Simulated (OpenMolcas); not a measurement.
# Ta²⁺: CASSCF and CASPT2 terms and fine-structure levels

Aim: the low terms and levels of Ta²⁺, with their order and spacing, then second-order correlation under several settings.

The numbers are computed with OpenMolcas 26.06 (state-averaged CASSCF and CASPT2, spin-orbit coupling by RASSI with atomic mean-field integrals), except any that are marked as measured or tabulated.

**1. What is computed**

- Species: Ta²⁺ (tantalum, Z = 73, 71 electrons)
- Basis: ANO-RCC-VQZP [9s8p6d4f3g2h], 140 functions
- Scalar Hamiltonian: DKH4, point nucleus
- Inactive shells: 1s 2s 2p 3s 3p 3d 4s 4p 4d 4f 5s 5p
- Active space: 3 electrons in 5 orbitals (5d)
- Some configurations of this space: 5d³
- Orbitals: optimised for each spin and parity, averaged over the low roots

The outer shells:

5d3
```
5d [↑ ][↑ ][↑ ][  ][  ]
```

Each step is its own input file, run in one work folder so that later steps find the files of earlier ones. Labels, J, g values, rates, χT and fits are worked out afterwards by a script from the matrices that RASSI stores.

**2. GATEWAY and SEWARD: basis and integrals**

Input file a.inp:

```
&GATEWAY
Coord
1

Ta 0.0 0.0 0.0
Basis=ANO-RCC-VQZP
Group=XYZ
NoMove
AngMom=0.0 0.0 0.0
AMFI
&SEWARD
Relativistic=R04O02
```

Launch:

```bash
OMP_NUM_THREADS=1 MOLCAS_MEM=2252 MOLCAS_PROJECT=a pymolcas a.inp > a.log
```

**3. CASSCF: quartets of even parity, 10 roots**

Input file a.inp:

```
&RASSCF
FileOrb=start.orb
Symmetry=1
Spin=4
nActEl=3 0 0
Inactive=15 19
Ras2=5 0
CIRoot=10 10 1
SDav=10
CIMx=300
Iter=120 100
PrWF=0.3
OrbListing=Nothing
MaxOrb=0
Atom
>>> COPY $Project.JobIph JOB001
```

start.orb holds the contracted functions of the basis, ordered by shell, or the orbitals of the step before.

**4. CASSCF: doublets of even parity, 40 roots**

Input file a.inp:

```
&RASSCF
FileOrb=start.orb
Symmetry=1
Spin=2
nActEl=3 0 0
Inactive=15 19
Ras2=5 0
CIRoot=40 40 1
SDav=40
CIMx=300
Iter=120 100
PrWF=0.3
OrbListing=Nothing
MaxOrb=0
Atom
>>> COPY $Project.JobIph JOB002
```

**5. State interaction with spin-orbit coupling**

Input file a.inp:

```
&RASSI
NrOfJobIphs=2 10 40
1 2 3 4 5 6 7 8 9 10
1 2 3 4 5 6 7 8 9 10 11 12 13 14 15 16 17 18 19 20 21 22 23 24 25 26 27
28 29 30 31 32 33 34 35 36 37 38 39 40
IphNames
JOB001
JOB002
EJob
SpinOrbit
DIPRint=1.0
SOCoupling=1000.0
Subsets=2
MEES
Property=10
'ANGMOM' 1 'ANGMOM' 2 'ANGMOM' 3 'MLTPL  1' 1 'MLTPL  1' 2 'MLTPL  1' 3
'AMFI' 1 'AMFI' 2 'AMFI' 3 'MLTPL  2' 6
SOProperty=3
'ANGMOM' 1 'ANGMOM' 2 'ANGMOM' 3
```

**6. CASPT2: IPEA 0.4, imaginary shift 0.3 (closed shells correlated: 5s 5p), extended multistate**

Input file a.inp:

```
>>> COPY JOB001 $Project.JobIph
&CASPT2
XMultistate=10 1 2 3 4 5 6 7 8 9 10
Frozen=14 16
IPEA=0.4
Imaginary=0.3
MaxIter=60
WThr=0.0 0.3 0.05
PrWF=0.5
NoMix
>>> COPY JOB002 $Project.JobIph
&CASPT2
XMultistate=40 1 2 3 4 5 6 7 8 9 10 11 12 13 14 15 16 17 18 19 20 21 22
23 24 25 26 27 28 29 30 31 32 33 34 35 36 37 38 39 40
Frozen=14 16
IPEA=0.4
Imaginary=0.3
MaxIter=60
WThr=0.0 0.3 0.05
PrWF=0.5
NoMix
```

**7. CASPT2: IPEA 0.3, sigma2 regulariser 0.2 (closed shells correlated: 4f 5s 5p), extended multistate**

a.inp, as its differences from that of step 6:

```diff
@@ -3,5 +3,5 @@
 XMultistate=10 1 2 3 4 5 6 7 8 9 10
-Frozen=14 16
-IPEA=0.4
-Imaginary=0.3
+Frozen=14 9
+IPEA=0.3
+Sig2=0.2
 MaxIter=60
@@ -14,5 +14,5 @@
 23 24 25 26 27 28 29 30 31 32 33 34 35 36 37 38 39 40
-Frozen=14 16
-IPEA=0.4
-Imaginary=0.3
+Frozen=14 9
+IPEA=0.3
+Sig2=0.2
 MaxIter=60
```

**8. CASPT2: IPEA 0.35 (closed shells correlated: none)**

Input file a.inp:

```
>>> COPY JOB001 $Project.JobIph
&CASPT2
Multistate=10 1 2 3 4 5 6 7 8 9 10
Frozen=15 19
IPEA=0.35
MaxIter=60
WThr=0.0 0.3 0.05
PrWF=0.5
NoMix
>>> COPY JOB002 $Project.JobIph
&CASPT2
Multistate=40 1 2 3 4 5 6 7 8 9 10 11 12 13 14 15 16 17 18 19 20 21 22
23 24 25 26 27 28 29 30 31 32 33 34 35 36 37 38 39 40
Frozen=15 19
IPEA=0.35
MaxIter=60
WThr=0.0 0.3 0.05
PrWF=0.5
NoMix
```

(Steps that only read results are left out.)

**Question.** What will these runs give? Wanted: lowest level; first excited level; lowest level of another term; spin-orbit lowering of the lowest level; strongest of the lines computed, by gA.

**Answer**, as computed:

| quantity | value |
| --- | --- |
| method | XMS-CASPT2, IPEA 0.4, imaginary shift 0.3 (closed shells correlated: 5s 5p) |
| lowest level | 5d³ ⁴F_3/2, 89 % of that term, g = 0.451 |
| ground level listed by NIST | 4F3/2 |
| first excited level | 5d³ ⁴F_5/2 at 2680 cm⁻¹ |
| lowest level of another term | 5d³ ⁴P_3/2 at 8950 cm⁻¹ |
| spin-orbit lowering of the lowest level | 5740 cm⁻¹ |
| strongest of the lines computed, by gA (one parity, so forbidden lines), at CASSCF energies | 5d³ ²D_3/2(2) → 5d³ ²G_7/2, 333.3 nm, A = 1.70e+01 s⁻¹ |

What each method costs and misses:

```tsv
method	time of its own steps	time with the reference	mean absolute difference from method B (cm-1)
A. CASSCF	36 s	36 s	3100
B. XMS-CASPT2, IPEA 0.4, imaginary shift 0.3, +5s 5p	20 s	56 s	0
C. XMS-CASPT2, IPEA 0.3, sigma2 regulariser 0.2, +4f 5s 5p	45 s	82 s	290
D. SS-CASPT2, IPEA 0.35, +none	29 s	65 s	160
```

Times are of one thread on a shared host.

**Reading.** The multiplet ⁴F is regular; its intervals divided by the larger J differ by 85 % of their mean, where Landé's rule for pure LS coupling makes them equal. Second-order correlation (method B) scales the levels of the lowest configuration above 5000 cm⁻¹ by 0.81 to 0.98. Only the configurations of the active space and the roots asked for are present. CASPT2 does not keep the components of a term degenerate, and the means are used. Levels of other configurations are missing from the list.
